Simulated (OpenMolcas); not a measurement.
# Rh⁵⁺ among point charges: CASSCF and CASPT2 levels and susceptibility

Aim: the splitting of the states of Rh⁵⁺ in the field of 6 point charges, its lowest levels with spin-orbit coupling and its magnetic susceptibility.

Program: OpenMolcas 26.06. Level of theory: state-averaged CASSCF and CASPT2, spin-orbit coupling by RASSI with atomic mean-field integrals. These are calculated values, not measurements, unless marked.

## (1) The atom as given

* Species: Rh⁵⁺ (rhodium, Z = 45, 40 electrons)
* Basis: ANO-RCC-VDZP [6s5p3d1f], 43 functions
* Scalar Hamiltonian: DKH2, point nucleus
* Inactive shells: 1s 2s 2p 3s 3p 3d 4s 4p
* Active space: 4 electrons in 5 orbitals (4d)
* Some configurations of this space: 4d4
* Orbitals: optimised for each spin and parity, averaged over all roots

Outer shells as boxes (Hund's rule):

4d4
```
4d [↑ ][↑ ][↑ ][↑ ][  ]
```

The ion sits among 6 point charges of -1.7 e arranged as a tetragonal octahedron (D4h), 1.9 Å from the ion, with the axial distance 2.014 Å.

Each step is its own input file, run in one work folder so that later steps find the files of earlier ones. Labels, J, g values, rates, χT and fits are worked out afterwards by a script from the matrices that RASSI stores. The input lists half of the charges; inversion (Group=XYZ) makes the rest.

## (2) GATEWAY and SEWARD: basis and integrals

Input file a.inp:

```
&GATEWAY
Coord
1

Rh 0.0 0.0 0.0
Basis=ANO-RCC-VDZP
Group=XYZ
NoMove
AngMom=0.0 0.0 0.0
AMFI
XField
3 Angstrom 0
1.900000 0.000000 0.000000 -1.700000
0.000000 1.900000 0.000000 -1.700000
0.000000 0.000000 2.014000 -1.700000
&SEWARD
```

Started as:

```
OMP_NUM_THREADS=1 MOLCAS_MEM=1689 MOLCAS_PROJECT=a pymolcas a.inp > a.log
```

What it wrote:

```text
Basis set label: RH.ANO-RCC...6S5P3D1F.

      Electronic valence basis set:
      ------------------
      Associated Effective Charge  45.000000 au
      Associated Actual Charge     45.000000 au
      Nuclear Model: Point charge

      Shell  nPrim  nBasis  Cartesian Spherical Contaminant
         s      21       6        X
         p      18       5        X
         d      13       3                 X
         f       6       1                 X
                  Relativistic Douglas-Kroll-Hess integrals:
                    - DKH order of Hamiltonian: 2
                    - DKH order of Properties : 0
                  Atomic mean-field integrals
```

## (3) CASSCF: quintets of even parity, 5 roots

Input file a.inp:

```
&RASSCF
FileOrb=start.orb
Symmetry=1
Spin=5
nActEl=4 0 0
Inactive=9 9
Ras2=5 0
CIRoot=5 5 1
SDav=5
CIMx=300
Iter=120 100
PrWF=0.3
OrbListing=Nothing
MaxOrb=0
>>> COPY $Project.JobIph JOB001
```

start.orb holds the contracted functions of the basis, ordered by shell, or the orbitals of the step before.

What it wrote (excerpt; [...] marks lines left out):

```text
[...]
      Number of active orbitals                  5
[...]
      Spin quantum number                      2.0
[...]
      Active orbitals                            5   0
[...]
      Number of CSFs                             5
      Number of root(s) required                 5
[...]
      Convergence after  7 iterations
[...]
      Natural orbitals and occupation numbers for root  1
      sym 1:   1.000000   1.000000   1.000000   1.000000   0.000000
      Natural orbitals and occupation numbers for root  2
      sym 1:   1.000000   1.000000   0.000000   1.000000   1.000000
      Natural orbitals and occupation numbers for root  3
      sym 1:  -0.000000   1.000000   1.000000   1.000000   1.000000
::    RASSCF root number  1 Total energy:  -4788.59400950
::    RASSCF root number  2 Total energy:  -4788.58105705
::    RASSCF root number  3 Total energy:  -4788.56760745
::    RASSCF root number  4 Total energy:  -4788.56093297
::    RASSCF root number  5 Total energy:  -4788.56093297
```

## (4) Reference wave functions, triplets of even parity, 45 roots

Input file a.inp:

```
&RASSCF
FileOrb=start.orb
Symmetry=1
Spin=3
nActEl=4 0 0
Inactive=9 9
Ras2=5 0
CIRoot=45 45 1
SDav=45
CIMx=300
Iter=120 100
PrWF=0.3
OrbListing=Nothing
MaxOrb=0
>>> COPY $Project.JobIph JOB002
```

What it wrote (excerpt; [...] marks lines left out):

```text
[...]
      Number of active orbitals                  5
[...]
      Spin quantum number                      1.0
[...]
      Active orbitals                            5   0
[...]
      Number of CSFs                            45
      Number of root(s) required                45
[...]
      Convergence after  7 iterations
[...]
      Natural orbitals and occupation numbers for root  1
      sym 1:   1.790045   0.991432   0.150525   1.008200   0.059797
      Natural orbitals and occupation numbers for root  2
      sym 1:   1.790045   0.991432   0.059797   1.008200   0.150525
      Natural orbitals and occupation numbers for root  3
      sym 1:   0.998958   1.673447   0.293417   0.998958   0.035219
::    RASSCF root number  1 Total energy:  -4788.50568639
::    RASSCF root number  2 Total energy:  -4788.50568639
::    RASSCF root number  3 Total energy:  -4788.50183764
[...]
::    RASSCF root number 27 Total energy:  -4788.43851619
::    RASSCF root number 28 Total energy:  -4788.43608893
::    RASSCF root number 29 Total energy:  -4788.43214732
::    RASSCF root number 30 Total energy:  -4788.43214732
```

## (5) CASSCF: singlets of even parity, 50 roots

Input file a.inp:

```
&RASSCF
FileOrb=start.orb
Symmetry=1
Spin=1
nActEl=4 0 0
Inactive=9 9
Ras2=5 0
CIRoot=50 50 1
SDav=50
CIMx=300
Iter=120 100
PrWF=0.3
OrbListing=Nothing
MaxOrb=0
>>> COPY $Project.JobIph JOB003
```

Started as:

```
OMP_NUM_THREADS=1 MOLCAS_MEM=1689 MOLCAS_PROJECT=a pymolcas a.inp > a.log
```

What it wrote (excerpt; [...] marks lines left out):

```text
[...]
      Number of active orbitals                  5
[...]
      Spin quantum number                      0.0
[...]
      Active orbitals                            5   0
[...]
      Number of CSFs                            50
      Number of root(s) required                50
[...]
      Convergence after  6 iterations
[...]
      Natural orbitals and occupation numbers for root  1
      sym 1:   1.051567   0.099872   0.129691   1.783446   0.935425
      Natural orbitals and occupation numbers for root  2
      sym 1:   1.783446   0.129691   0.099872   0.935425   1.051567
      Natural orbitals and occupation numbers for root  3
      sym 1:   0.742028   0.251824   0.171131   1.417509   1.417509
::    RASSCF root number  1 Total energy:  -4788.45691985
::    RASSCF root number  2 Total energy:  -4788.45691985
::    RASSCF root number  3 Total energy:  -4788.45617373
[...]
::    RASSCF root number 27 Total energy:  -4788.37480102
::    RASSCF root number 28 Total energy:  -4788.36833795
::    RASSCF root number 29 Total energy:  -4788.36320063
::    RASSCF root number 30 Total energy:  -4788.36308984
```

## (6) State interaction with spin-orbit coupling

Input file a.inp:

```
&RASSI
NrOfJobIphs=3 5 45 50
1 2 3 4 5
1 2 3 4 5 6 7 8 9 10 11 12 13 14 15 16 17 18 19 20 21 22 23 24 25 26 27
28 29 30 31 32 33 34 35 36 37 38 39 40 41 42 43 44 45
1 2 3 4 5 6 7 8 9 10 11 12 13 14 15 16 17 18 19 20 21 22 23 24 25 26 27
28 29 30 31 32 33 34 35 36 37 38 39 40 41 42 43 44 45 46 47 48 49 50
IphNames
JOB001
JOB002
JOB003
EJob
SpinOrbit
DIPRint=1.0
SOCoupling=1000.0
Subsets=2
Property=9
'ANGMOM' 1 'ANGMOM' 2 'ANGMOM' 3 'MLTPL  1' 1 'MLTPL  1' 2 'MLTPL  1' 3
'AMFI' 1 'AMFI' 2 'AMFI' 3
SOProperty=3
'ANGMOM' 1 'ANGMOM' 2 'ANGMOM' 3
```

What it wrote (excerpt; [...] marks lines left out):

```text
SPIN-FREE ENERGIES:
  (Shifted by EMIN (a.u.) =      -4788.5940094986)
 SF State       Relative EMIN(au)   Rel lowest level(eV)    D:o, cm**(-1)      L_eff
     1             0.0000000000        0.0000000000              0.0000         2.0
     2             0.0129524519        0.3524541702           2842.7346         2.0
     3             0.0264020476        0.7184363147           5794.5797         2.0
     4             0.0330765308        0.9000582552           7259.4594         2.0
     5             0.0330765308        0.9000582552           7259.4594         2.0
     6             0.0883231100        2.4033942600          19384.6820         4.3
     7             0.0883231100        2.4033942600          19384.6820         4.3
     8             0.0921718539        2.5081239163          20229.3836         4.4
     9             0.1017966464        2.7700278634          22341.7814         4.9
    10             0.1075145398        2.9256196695          23596.7140         4.9
[...]
Eigenvalues of complex Hamiltonian:
   -----------------------------------
  (Shifted by EMIN (a.u.) =      -4788.5940094986)
 SO State       Relative EMIN(au)   Rel lowest level(eV)    D:o, cm**(-1)     J-value
     1            -0.0053462276        0.0000000000              0.0000         1.3
     2            -0.0049828765        0.0098872882             79.7464         1.4
     3            -0.0029460850        0.0653112091            526.7704         1.9
     4            -0.0029460850        0.0653112092            526.7704         1.9
     5            -0.0020946481        0.0884799855            713.6392         2.1
     6             0.0072729717        0.3433859069           2769.5941         2.1
     7             0.0079878820        0.3628396070           2926.4988         2.0
     8             0.0079878820        0.3628396070           2926.4988         2.0
     9             0.0104144786        0.4288706645           3459.0752         2.0
    10             0.0106478988        0.4352223522           3510.3050         2.1
    11             0.0231449795        0.7752852428           6253.0972         1.9
[...]
```

Time for these steps: 20 s (1 thread of Arm Neoverse V2, shared host).

Spin-free states, with their symmetry labels:

```
state  degeneracy  E (cm-1)  free-ion L (%)
  5B1           1         0         D (100)
  5A1           1      2843         D (100)
  5B2           1      5795         D (100)
   5E           2      7259         D (100)
   3E           2     19385          H (60)
  3A2           1     20229          H (69)
  3B1           1     22342          H (89)
  3A1           1     23597          H (92)
  3A2           1     23969          P (45)
   3E           2     24509          H (56)
   3E           2     24713          H (46)
  3B2           1     25322          H (62)
  3B1           1     26505          F (94)
  3A1           1     27754          G (93)
  3A2           1     28197          H (68)
   3E           2     28871          H (66)
  3B2           1     29015          F (46)
  3B1           1     29972          G (76)
   1E           2     30088          I (60)
  1A1           1     30251          I (86)
   3E           2     30328          F (47)
  3A1           1     30597          G (96)
   3E           2     30872          G (68)
  1B1           1     31135          I (86)
```

With spin-orbit coupling:

```json
{"E (cm-1)": "0.0", "Degeneracy": "1", "Label": "A1", "2S+1": "5", "g": ""}
{"E (cm-1)": "79.7", "Degeneracy": "1", "Label": "A2", "2S+1": "5", "g": ""}
{"E (cm-1)": "526.8", "Degeneracy": "2", "Label": "E", "2S+1": "5", "g": "0.00 0.00 2.60"}
{"E (cm-1)": "713.6", "Degeneracy": "1", "Label": "B1", "2S+1": "5", "g": ""}
{"E (cm-1)": "2770", "Degeneracy": "1", "Label": "A1", "2S+1": "5", "g": ""}
{"E (cm-1)": "2926", "Degeneracy": "2", "Label": "E", "2S+1": "5", "g": "0.00 0.00 3.80"}
{"E (cm-1)": "3459", "Degeneracy": "1", "Label": "B2", "2S+1": "5", "g": ""}
{"E (cm-1)": "3510", "Degeneracy": "1", "Label": "B1", "2S+1": "5", "g": ""}
{"E (cm-1)": "6253", "Degeneracy": "1", "Label": "B2", "2S+1": "5", "g": ""}
{"E (cm-1)": "6380", "Degeneracy": "2", "Label": "E", "2S+1": "5", "g": "0.00 0.00 4.84"}
{"E (cm-1)": "6763", "Degeneracy": "1", "Label": "A2", "2S+1": "5", "g": ""}
{"E (cm-1)": "6857", "Degeneracy": "1", "Label": "A1", "2S+1": "5", "g": ""}
{"E (cm-1)": "7453", "Degeneracy": "2", "Label": "E", "2S+1": "5", "g": "0.00 0.00 5.58"}
{"E (cm-1)": "7943", "Degeneracy": "1", "Label": "A2", "2S+1": "5", "g": ""}
{"E (cm-1)": "8368", "Degeneracy": "1", "Label": "A1", "2S+1": "5", "g": ""}
{"E (cm-1)": "8567", "Degeneracy": "2", "Label": "E", "2S+1": "5", "g": "0.00 0.00 1.31"}
{"E (cm-1)": "8731", "Degeneracy": "1", "Label": "B1", "2S+1": "5", "g": ""}
{"E (cm-1)": "8972", "Degeneracy": "1", "Label": "B2", "2S+1": "5", "g": ""}
{"E (cm-1)": "9055", "Degeneracy": "2", "Label": "E", "2S+1": "5", "g": "0.00 0.00 9.23"}
{"E (cm-1)": "18553", "Degeneracy": "1", "Label": "A1", "2S+1": "3", "g": ""}
{"E (cm-1)": "19700", "Degeneracy": "1", "Label": "A2", "2S+1": "3", "g": ""}
{"E (cm-1)": "19757", "Degeneracy": "2", "Label": "E", "2S+1": "3", "g": "0.00 0.00 3.13"}
{"E (cm-1)": "19861", "Degeneracy": "1", "Label": "B2", "2S+1": "3", "g": ""}
{"E (cm-1)": "20148", "Degeneracy": "1", "Label": "B1", "2S+1": "3", "g": ""}
```

The table of states holds 24 of 76 computed; the rest, higher up, is left out. Principal g values are given for doublets only; a zero marks a field direction without first-order Zeeman splitting.

Powder χT (cm³ K/mol): 0.04 at 2 K, 0.10 at 5 K, 0.20 at 10 K, 0.39 at 20 K, 0.83 at 50 K, 1.15 at 100 K, 1.32 at 150 K, 1.46 at 200 K, 1.57 at 250 K, 1.66 at 300 K.

Orbitals of the lowest block (energies include the constant potential of the surroundings):

```
shell     space  energy (hartree)  mean occupation  ⟨r²⟩ (bohr²)
   1s  inactive         -857.3646            2.000       0.00140
   2s  inactive         -127.2730            2.000        0.0236
   2p  inactive         -113.8806            6.000        0.0187
   3s  inactive          -23.9666            2.000         0.172
   3p  inactive          -19.4364            6.000         0.175
   3d  inactive          -12.1689           10.000         0.162
   4s  inactive           -3.4982            2.000          1.08
   4p  inactive           -2.0660            6.000          1.24
   4d      RAS2                              4.000          1.82
```

## (7) CASPT2: IPEA 0.25, imaginary shift 0.1 (closed shells correlated: 4s 4p)

Input file a.inp:

```
>>> COPY JOB001 $Project.JobIph
&CASPT2
Multistate=5 1 2 3 4 5
NoMult
Frozen=8 6
IPEA=0.25
Imaginary=0.1
MaxIter=60
WThr=0.0 0.3 0.05
PrWF=0.5
NoMix
>>> COPY JOB002 $Project.JobIph
&CASPT2
Multistate=45 1 2 3 4 5 6 7 8 9 10 11 12 13 14 15 16 17 18 19 20 21 22
23 24 25 26 27 28 29 30 31 32 33 34 35 36 37 38 39 40 41 42 43 44 45
NoMult
Frozen=8 6
IPEA=0.25
Imaginary=0.1
MaxIter=60
WThr=0.0 0.3 0.05
PrWF=0.5
NoMix
>>> COPY JOB003 $Project.JobIph
&CASPT2
Multistate=50 1 2 3 4 5 6 7 8 9 10 11 12 13 14 15 16 17 18 19 20 21 22
23 24 25 26 27 28 29 30 31 32 33 34 35 36 37 38 39 40 41 42 43 44 45 46
47 48 49 50
NoMult
Frozen=8 6
IPEA=0.25
Imaginary=0.1
MaxIter=60
WThr=0.0 0.3 0.05
PrWF=0.5
NoMix
```

What it wrote (excerpt; [...] marks lines left out):

```text
[...]
      Active orbitals                            5   0
[...]
      E2 (Variational):          -0.2127741277
      Total energy:           -4788.8067836263
[...]
::    CASPT2 Root  1     Total energy:  -4788.80678363
::    CASPT2 Root  2     Total energy:  -4788.79379707
[...]
::    CASPT2 Root 27     Total energy:  -4788.60169298
::    CASPT2 Root 28     Total energy:  -4788.59482925
::    CASPT2 Root 29     Total energy:  -4788.59634122
::    CASPT2 Root 30     Total energy:  -4788.59523519
```

Time for this run: 5.1 s (1 thread of Arm Neoverse V2, shared host).

SS-CASPT2: lowest energy less the reference's lowest, -0.2128 hartree; reference weights 0.950 to 0.962.

Spin-free states, with their symmetry labels:

```
state  degeneracy  E (cm-1)  free-ion L (%)
  5B1           1         0         D (100)
  5A1           1      2850         D (100)
  5B2           1      5885         D (100)
   5E           2      7334         D (100)
   3E           2     18974          H (60)
  3A2           1     19797          H (69)
  3B1           1     21579          H (89)
  3A2           1     22067          P (45)
  3A1           1     22713          H (92)
   3E           2     23163          H (46)
   3E           2     23261          H (56)
  3B2           1     24024          H (62)
  3B1           1     24325          F (94)
  3A1           1     25707          G (93)
  3A2           1     27263          H (68)
  3B2           1     27549          F (46)
  3B1           1     27699          G (76)
   3E           2     28008          H (66)
  3A1           1     28532          G (96)
   3E           2     28775          G (68)
   1E           2     28871          I (60)
   3E           2     29196          F (47)
  1A1           1     29324          I (86)
  1B2           1     29668          G (54)
```

With spin-orbit coupling:

```
E (cm-1)  Degeneracy  Label  2S+1               g
       0           1     A1     5                
      88           1     A2     5                
     540           2      E     5  0.00 0.00 2.61
     720           1     B1     5                
    2770           1     A1     5                
    2940           2      E     5  0.00 0.00 3.80
    3480           1     B2     5                
    3530           1     B1     5                
    6340           1     B2     5                
    6460           2      E     5  0.00 0.00 4.82
    6840           1     A2     5                
    6930           1     A1     5                
    7520           2      E     5  0.00 0.00 5.59
    8010           1     A2     5                
    8430           1     A1     5                
    8630           2      E     5  0.00 0.00 1.32
    8790           1     B1     5                
    9020           1     B2     5                
    9100           2      E     5  0.00 0.00 9.25
   17700           1     A1     3                
   19180           2      E     3  0.00 0.00 3.06
   19210           1     A2     3                
   19300           1     B2     3                
   19610           1     B1     3
```

Powder χT (cm³ K/mol): 0.04 at 2 K, 0.09 at 5 K, 0.18 at 10 K, 0.36 at 20 K, 0.79 at 50 K, 1.12 at 100 K, 1.31 at 150 K, 1.45 at 200 K, 1.56 at 250 K, 1.66 at 300 K.

## (8) The methods side by side

A. CASSCF
B. SS-CASPT2, IPEA 0.25, imaginary shift 0.1 (closed shells correlated: 4s 4p)

```
method  ground state  first state of that spin (cm-1)  first gap with spin-orbit (cm-1)  χT at 300 K
     A           5B1                         5A1 2843                              79.7         1.66
     B           5B1                         5A1 2850                              88.0         1.66
```

## (9) Results

| quantity | value |
| --- | --- |
| method | SS-CASPT2, IPEA 0.25, imaginary shift 0.1 (closed shells correlated: 4s 4p) |
| spin-free ground state | 5B1, 1-fold in its orbital part |
| first state of the same spin within the active space | 5A1 at 2850 cm⁻¹ |
| lowest level | 1-fold A1 |
| next level | 88.0 cm⁻¹ |
| χT at 300 K | 1.66 cm³ K/mol |
| effective moment at 300 K | 3.64 μB |

Cost by method:

```
                                              method  time of its own steps  time with the reference
                                           A. CASSCF                   20 s                     20 s
B. SS-CASPT2, IPEA 0.25, imaginary shift 0.1, +4s 4p                  5.1 s                     26 s
```

Times are of one thread on a shared host.

In words: The spin-free ground state (5B1) comes to 100 % from free-ion D terms and keeps the highest spin of the shell. χT at 300 K is 1.66, against 3.01 cm³ K/mol for the spin alone, so spin-orbit coupling lowers it. An active space of the d shell alone favours high spin; real ions in strong fields can be low spin. The field of point charges can differ much from that of real complexes. With metal d orbitals alone active, the gaps between spin states are rough; where two lie within a few thousand cm-1, their order is open. This is an electrostatic model: the charges have no orbitals.
